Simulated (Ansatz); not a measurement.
# One shape, several levels: CH7BO2Si (SMILES BOCO[SiH3])

We compute a comparison of 6 runs (HF/STO-3G, HF/6-311G**, B3LYP/6-31G*, PBE0/def2-SVP, BCCD(T)/MINI) of CH7BO2Si. 

Program for the calculation: Ansatz 0.2.0.

4 further runs of the same task are left out: 2 for a known fault of the program, 2 set aside as unsound or not needed.

### 1 The structure to begin with

CH7BO2Si: 12 atoms, total charge 0, spin state singlet. As SMILES, `BOCO[SiH3]`. The shape is that of a PBE0-D4/def2-TZVP optimisation. This is one conformer, not always the lowest.

Bond lengths: B1–O2 1.345 Å, O2–C3 1.412 Å, C3–O4 1.381 Å, O4–Si5 1.657 Å, B1–H6 1.201 Å, B1–H7 1.195 Å, C3–H8 1.096 Å, C3–H9 1.094 Å, Si5–H10 1.488 Å, Si5–H11 1.483 Å, Si5–H12 1.481 Å. Some angles: B1–O2–C3 121.7°, O2–C3–O4 110.5°, C3–O4–Si5 123.5°, O2–B1–H6 119.9°, O2–B1–H7 116.9°, O2–C3–H8 106.6°, O2–C3–H9 110.0°, O4–C3–H8 111.0°, O4–C3–H9 108.2°, O4–Si5–H10 109.4°.

### 2 Energy and gradient at HF/STO-3G (run 1)

Contents of molecule.yaml:

```yaml
basis:
  gaussian:
    orbitals: STO-3G
crystal:
  periodic: [false, false, false]
  atoms:
    - {symbol: B, position_ang: [-0.993800, 1.105800, 1.714600]}
    - {symbol: O, position_ang: [-0.900300, 0.494100, 0.520100]}
    - {symbol: C, position_ang: [0.062800, 0.880200, -0.438100]}
    - {symbol: O, position_ang: [1.057000, -0.073900, -0.536100]}
    - {symbol: Si, position_ang: [0.769800, -1.656100, -0.936800]}
    - {symbol: H, position_ang: [-0.274600, 2.033900, 1.969300]}
    - {symbol: H, position_ang: [-1.816500, 0.687900, 2.473800]}
    - {symbol: H, position_ang: [-0.470100, 0.992000, -1.389600]}
    - {symbol: H, position_ang: [0.525500, 1.826600, -0.143300]}
    - {symbol: H, position_ang: [-0.224800, -1.713800, -2.042400]}
    - {symbol: H, position_ang: [0.265300, -2.436800, 0.219100]}
    - {symbol: H, position_ang: [2.076700, -2.195300, -1.376500]}
hamiltonian:
  xc: hf
accuracy: high
output: {forces: true, orbitals: {seedname: orbitals}}
```

Command:

```
$ ansatz run molecule.yaml --threads 1 --pin off --max-ram 2610MiB --events-out events.jsonl --progress --plain --runs-dir runs
```

What it wrote, cut to the lines that bear on the results:

```text
Warning: RAYON_NUM_THREADS=1 ignored (pool sized by the plan → 1); use --threads N
Functional definition: HF
  name "HF"
[...]
761 factors; integrals over basis functions are off by at most 5.2e-9 eV
[...]
mean field -13583.90777942 eV, -499.1994033905 hartree, gradient 2.7e-8 eV, S^2 0.000000; 0 other end points of the search recorded, 0 dependent functions left out
[...]
reference -13583.90777942 eV, -499.1994033905 hartree; 24, 24 occupied and 12, 12 virtual orbitals, 761 factors
Total energy: -13583.90777942 eV, -499.1994033905 hartree
Atom 0 at    -0.993800     1.105800     1.714600 Å, force     0.165870     0.111131    -0.139672 eV/Å
Atom 1 at    -0.900300     0.494100     0.520100 Å, force    -1.145600    -0.030355     1.709350 eV/Å
Atom 2 at     0.062800     0.880200    -0.438100 Å, force    -0.065045    -0.002754    -0.358135 eV/Å
Atom 3 at     1.057000    -0.073900    -0.536100 Å, force     1.716669     0.068316     0.271645 eV/Å
Atom 4 at     0.769800    -1.656100    -0.936800 Å, force    -0.790988    -1.921081    -0.688907 eV/Å
Atom 5 at    -0.274600     2.033900     1.969300 Å, force    -0.818480    -0.917638    -0.071812 eV/Å
Atom 6 at    -1.816500     0.687900     2.473800 Å, force     0.788374     0.454918    -0.630881 eV/Å
Atom 7 at    -0.470100     0.992000    -1.389600 Å, force    -0.285677     0.385976    -0.401672 eV/Å
Atom 8 at     0.525500     1.826600    -0.143300 Å, force     0.149986     0.424960    -0.163852 eV/Å
Atom 9 at    -0.224800    -1.713800    -2.042400 Å, force     1.142869    -0.005222     1.227795 eV/Å
Atom 10 at     0.265300    -2.436800     0.219100 Å, force     0.557275     0.855889    -1.229220 eV/Å
Atom 11 at     2.076700    -2.195300    -1.376500 Å, force    -1.415254     0.575860     0.475361 eV/Å
Dipole moment:     0.028457    -0.049580    -0.246584 e Å
```

Run time: 1.9 s. Hardware: 1 thread of Intel Xeon Platinum 8259CL at 2.50GHz (Skylake/Cascade Lake), shared host; peak memory 0.11 GiB.

### 3 Energy and gradient at HF/6-311G(d,p) (run 2)

Contents of run.yaml:

```yaml
crystal:
  periodic: [false, false, false]
  atoms:
    - {symbol: B, position_ang: [-0.993800, 1.105800, 1.714600]}
    - {symbol: O, position_ang: [-0.900300, 0.494100, 0.520100]}
    - {symbol: C, position_ang: [0.062800, 0.880200, -0.438100]}
    - {symbol: O, position_ang: [1.057000, -0.073900, -0.536100]}
    - {symbol: Si, position_ang: [0.769800, -1.656100, -0.936800]}
    - {symbol: H, position_ang: [-0.274600, 2.033900, 1.969300]}
    - {symbol: H, position_ang: [-1.816500, 0.687900, 2.473800]}
    - {symbol: H, position_ang: [-0.470100, 0.992000, -1.389600]}
    - {symbol: H, position_ang: [0.525500, 1.826600, -0.143300]}
    - {symbol: H, position_ang: [-0.224800, -1.713800, -2.042400]}
    - {symbol: H, position_ang: [0.265300, -2.436800, 0.219100]}
    - {symbol: H, position_ang: [2.076700, -2.195300, -1.376500]}
basis:
  gaussian: {orbitals: 6-311G_st__st_-spherical.json}
hamiltonian: {xc: hf}
accuracy: high
output: {forces: true, orbitals: {seedname: orbitals}}
```

The basis set 6-311G** is read from a file made from the Basis Set Exchange's data (not shown).

Command:

```
$ ansatz run run.yaml --threads 1 --pin off --max-ram 2610MiB --events-out events.jsonl --progress --plain --runs-dir runs
```

What it wrote, cut to the lines that bear on the results:

```text
Warning: RAYON_NUM_THREADS=1 ignored (pool sized by the plan → 1); use --threads N
[... 2 set-up lines as earlier in the session ...]
[...]
2929 factors; integrals over basis functions are off by at most 5.0e-8 eV
[...]
mean field -13752.77115442 eV, -505.4050179617 hartree, gradient 2.1e-8 eV, S^2 0.000000; 0 other end points of the search recorded, 0 dependent functions left out
[...]
reference -13752.77115442 eV, -505.4050179617 hartree; 24, 24 occupied and 116, 116 virtual orbitals, 2929 factors
Total energy: -13752.77115442 eV, -505.4050179617 hartree
Atom 0 at    -0.993800     1.105800     1.714600 Å, force    -0.065352    -0.141734    -0.086861 eV/Å
Atom 1 at    -0.900300     0.494100     0.520100 Å, force     0.440317     0.353405    -0.163448 eV/Å
Atom 2 at     0.062800     0.880200    -0.438100 Å, force    -0.097626     0.193806     0.075988 eV/Å
Atom 3 at     1.057000    -0.073900    -0.536100 Å, force    -0.482581     0.031930    -0.062104 eV/Å
Atom 4 at     0.769800    -1.656100    -0.936800 Å, force     0.157572    -0.065807     0.034703 eV/Å
Atom 5 at    -0.274600     2.033900     1.969300 Å, force    -0.149971    -0.146722     0.030712 eV/Å
Atom 6 at    -1.816500     0.687900     2.473800 Å, force     0.131771     0.119816    -0.042720 eV/Å
Atom 7 at    -0.470100     0.992000    -1.389600 Å, force     0.235841    -0.042959     0.375774 eV/Å
Atom 8 at     0.525500     1.826600    -0.143300 Å, force    -0.192460    -0.424017    -0.174803 eV/Å
Atom 9 at    -0.224800    -1.713800    -2.042400 Å, force     0.143696     0.005219     0.152486 eV/Å
Atom 10 at     0.265300    -2.436800     0.219100 Å, force     0.075942     0.097341    -0.176834 eV/Å
Atom 11 at     2.076700    -2.195300    -1.376500 Å, force    -0.197146     0.019721     0.037107 eV/Å
Dipole moment:    -0.038484     0.118723    -0.167269 e Å
```

Wall time 15 s (1 thread of Intel Xeon Platinum 8259CL at 2.50GHz (Skylake/Cascade Lake), shared host); peak memory 0.53 GiB.

Runs 3 to 5 aren't shown in full; the table further down has their settings and results.

### 4 Energy and forces at BCCD(T)/MINI (sfX2C, density fitting with def2-universal-jkfit, cc-pVTZ-rifit for correlation) (run 6)

Contents of input.yaml:

```yaml
crystal:
  periodic: [false, false, false]
  atoms:
    - {symbol: B, position_ang: [-0.993800, 1.105800, 1.714600]}
    - {symbol: O, position_ang: [-0.900300, 0.494100, 0.520100]}
    - {symbol: C, position_ang: [0.062800, 0.880200, -0.438100]}
    - {symbol: O, position_ang: [1.057000, -0.073900, -0.536100]}
    - {symbol: Si, position_ang: [0.769800, -1.656100, -0.936800]}
    - {symbol: H, position_ang: [-0.274600, 2.033900, 1.969300]}
    - {symbol: H, position_ang: [-1.816500, 0.687900, 2.473800]}
    - {symbol: H, position_ang: [-0.470100, 0.992000, -1.389600]}
    - {symbol: H, position_ang: [0.525500, 1.826600, -0.143300]}
    - {symbol: H, position_ang: [-0.224800, -1.713800, -2.042400]}
    - {symbol: H, position_ang: [0.265300, -2.436800, 0.219100]}
    - {symbol: H, position_ang: [2.076700, -2.195300, -1.376500]}
basis:
  gaussian:
    orbitals: MINI.json
    fitting:
      mean_field: def2-universal-jkfit
      correlation: cc-pVTZ-rifit
correlation:
  method: bccd_t
  frozen_orbitals: {B: 1, C: 1, H: 0, O: 1, Si: 5}
total_charge: 0
hamiltonian:
  pseudopotentials:
    relativity: scalar
accuracy: high
output:
  forces: true
  orbitals: {seedname: orbitals}
```

The basis set MINI is read from a file made from the Basis Set Exchange's data (not shown).

Command:

```
$ ansatz run input.yaml --threads 1 --pin off --max-ram 2610MiB --events-out events.jsonl --progress --plain --runs-dir runs
```

What it wrote:

```text
Warning: RAYON_NUM_THREADS=1 ignored (pool sized by the plan → 1); use --threads N
[... 11 lines left out ...]
9 core orbitals not correlated: weight in the atoms' cores, before any rotation towards them, 1.000 or more for the frozen orbitals, at most 0.000 for the correlated occupied ones
[... 25 lines left out ...]
Total energy: -13685.32780135 eV, -502.9265204512 hartree
[... 13 lines left out ...]
Dipole moment:     0.076595     0.041143    -0.390030 e Å
```

Run time: 3.3 s. Hardware: 1 thread of Intel Xeon Platinum 8259CL at 2.50GHz (Skylake/Cascade Lake), shared host; peak memory 0.16 GiB.

### 5 The series

```tsv
run	level	Cartesian functions	fitting correlation	energy (Eh)	dipole moment (D)	HOMO energy (eV)	LUMO energy (eV)	wall time
1	HF/STO-3G	no	–	-499.199403	1.22	-9.22	8.30	1.9 s
2	HF/6-311G**	no	–	-505.405018	1.00	-12.27	3.25	15 s
3	B3LYP/6-31G* (spherical functions)	no	–	-507.154754	1.06	-8.21	-0.28	17 s
4	B3LYP/6-31G* (Cartesian functions)	yes	–	-507.159722	1.06	-8.21	-0.28	16 s
5	PBE0/def2-SVP	no	–	-506.521676	1.09	-8.59	-0.40	26 s
6	BCCD(T)/MINI (sfX2C, density fitting with def2-universal-jkfit, cc-pVTZ-rifit for correlation)	no	cc-pVTZ-rifit	-502.926520	1.92	-13.06	2.24	3.3 s
```

### 6 Results

| quantity | value |
| --- | --- |
| run 6: total energy | -502.92652 Eh |
| run 6: dipole moment (correlated density) | 1.92 D |
| run 6: HOMO energy (Hartree–Fock orbitals) | -13.06 eV |
| run 6: LUMO energy (Hartree–Fock orbitals) | 2.24 eV |
| run 6: HOMO–LUMO gap (Hartree–Fock orbitals) | 15.30 eV |
| run 6: correlation energy (9 core orbitals frozen) | -247.7 mEh |
| run 6: (T) correction | -8.85 mEh |
| run 6: largest force on an atom | 5.331 eV/Å |

What this shows: The dipole moment (its size) runs from 1.00 D (HF/6-311G**) to 1.92 D (BCCD(T)/MINI). The two ends differ in method and basis and Hamiltonian. Over runs 1, 2, 3, 4, 5 the HOMO–LUMO gap runs from 7.93 eV (B3LYP/6-31G*) to 17.52 eV (HF/STO-3G). The two ends differ in method and basis. Totals of different functionals can't be ranked against each other. Some runs of one species differ in core potentials or relativity; totals across that change don't compare. In runs 1, 6 the basis is minimal, so the values are rough. All runs together took 78 s, the longest 26 s.
